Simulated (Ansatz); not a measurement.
**La: stress in a strained cell**

La is deformed so: zz strain of +1 %. What stress and forces result, by LAPW, PAW and all-electron datasets made for the crystal?

Method: DFT LDA, scalar-relativistic, in Ansatz 0.2.0.

2 further runs of the same task are left out: 2 set aside as unsound or not needed.

### Step 1. The starting structure

Symmetry: P6_3/mmc, No. 194, hexagonal system. Conventional cell: a = 3.750 Å, b = 3.750 Å, c = 6.070 Å, α = 90.00°, β = 90.00°, γ = 120.00°. Around La (site symmetry -6m2) lie 12 La at 3.73 to 3.75 Å.

Structure file:

```
CELL_PARAMETERS angstrom
3.75000 0.00000 0.00000
-1.87500 3.24760 0.00000
0.00000 0.00000 6.07000
ATOMIC_POSITIONS crystal
La 0.33333 0.66667 0.25000
La 0.66667 0.33333 0.75000
```

Atoms are numbered in the order of the input: La1, La2.

### Step 2. The deformed structure

Space group P6_3/mmc before, P6_3/mmc after.

### Step 3. LAPW, all electrons

input.yaml reads:

```yaml
crystal:
  lattice:
    - [3.7500020507, 0.0, 0.0]
    - [-1.8750010253, 3.2475970401, 0.0]
    - [0.0, 0.0, 6.1307]
  atoms:
    - { symbol: La, position: [0.3333333333, 0.6666666667, 0.25] }
    - { symbol: La, position: [0.6666666667, 0.3333333333, 0.75] }
kpoints:
  mp_grid: { grid: [11, 11, 6] }
  band_path:
    path:
      - [0.0, 0.0, 0.0]
      - [0.5, 0.0, 0.0]
      - [0.3333333333, 0.3333333333, 0.0]
      - [0.0, 0.0, 0.0]
      - [0.0, 0.0, 0.5]
      - [0.5, 0.0, 0.5]
      - [0.3333333333, 0.3333333333, 0.5]
      - [0.0, 0.0, 0.5]
      - [0.5, 0.0, 0.5]
    npoints: 5
scf:
  occupations: { method: fermi_dirac, width: 0.05 }
hamiltonian:
  xc: lda
  pseudopotentials: { kind: all_electron, lapw: { basis_error: 0.00025 } }
output:
  forces: true
  stress: true
  eigenvalues: true
```

On the command line:

```bash
$ ansatz run input.yaml --threads 1 --pin off --max-ram 3072MiB --backend cpu --events-out ev --progress --plain --runs-dir out
```

### Step 4. Frozen-core PAW

input.yaml reads:

```yaml
crystal:
  lattice:
    - [3.7500020507, 0.0, 0.0]
    - [-1.8750010253, 3.2475970401, 0.0]
    - [0.0, 0.0, 6.1307]
  atoms:
    - { symbol: La, position: [0.3333333333, 0.6666666667, 0.25] }
    - { symbol: La, position: [0.6666666667, 0.3333333333, 0.75] }
kpoints:
  mp_grid: { grid: [11, 11, 6] }
scf:
  occupations: { method: fermi_dirac, width: 0.05 }
hamiltonian:
  xc: lda
  pseudopotentials: { kind: paw }
output:
  forces: true
  stress: true
  eigenvalues: true
  efg: { contact_densities: true }
```

### Step 5. All-electron PAW on datasets made for the crystal

input.yaml, as its differences from that of step 4:

```diff
@@ -14,3 +14,3 @@
   xc: lda
-  pseudopotentials: { kind: paw }
+  pseudopotentials: { kind: all_electron, datasets: crystal }
 output:
```

(Steps that only read results are left out.)

Before running it: what results should come out? Wanted: pressure; largest shear or deviatoric stress.

The runs gave:

| quantity | value |
| --- | --- |
| pressure | LAPW -3.22, PAW -3.25, crystal datasets -3.22 GPa |
| largest shear or deviatoric stress (LAPW) | 0.22 GPa |

In words: Against the undeformed cell the largest change of stress is -0.37 GPa, in the zz component, with the atoms carried along and not relaxed. PAW: stress within 0.04 GPa of LAPW. Crystal datasets: stress within 0.01 GPa of LAPW. Spin-orbit coupling is left out, though the cell holds La; in elements this heavy it can shift bands and gaps by tenths of an eV.
